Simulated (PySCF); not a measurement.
# C2H9NOSi: the cost of one run

Programs: PySCF 2.14.0, with density-fitted response routines of our own. Each step states its level of theory. These are calculated values for one molecule in the gas phase, unless marked as measured. Atoms are numbered from 0 throughout.

## 1. The molecule as given

14 atoms, charge 0, multiplicity 1; geometry from: GFN2-xTB. The atoms were then displaced at random by about 0.01 Å, so the start is not that level's minimum.

Bonds of the start (Å): C0–N1 1.46, N1–Si2 1.73, Si2–O3 1.57, O3–C4 1.42, C0–H5 1.06, C0–H6 1.11, C0–H7 1.10, N1–H8 0.99, Si2–H9 1.46, Si2–H10 1.48, C4–H11 1.08, C4–H12 1.12, C4–H13 1.10.

## 2. Relaxing the molecule at PBE0-D3(BJ)/def2-SVP

Job settings and geometry (Å):

```
{"job": {"xc": "PBE0", "basis": "def2-SVP", "d3": "d3bj", "grid": 1, "shake": 0.01, "kind": "geom"}, "charge": 0, "multiplicity": 1}
C      2.346950     0.022200    -0.473230
N      0.923290    -0.289310    -0.339200
Si    -0.087410     0.338590     0.912840
O     -1.522020    -0.290290     0.801140
C     -2.476150    -0.206440    -0.250240
H      2.964740    -0.544480     0.177680
H      2.472660     1.093190    -0.219080
H      2.665660    -0.100010    -1.514050
H      0.747580    -1.230020    -0.611160
H     -0.019230     1.790260     0.735360
H      0.200660    -0.077100     2.303660
H     -1.984470    -0.310140    -1.205920
H     -3.009820     0.778330    -0.219890
H     -3.229590    -0.989850    -0.105660
```

Started as:

```bash
$ OMP_NUM_THREADS=1 python probes_run.py task.json out
```

This one command runs all jobs of the session in turn.

Q: Estimate the wall time and peak memory of this first job on 1 thread of Arm Neoverse V1, shared host.

About 1.7 min, with a peak of 0.51 GiB.
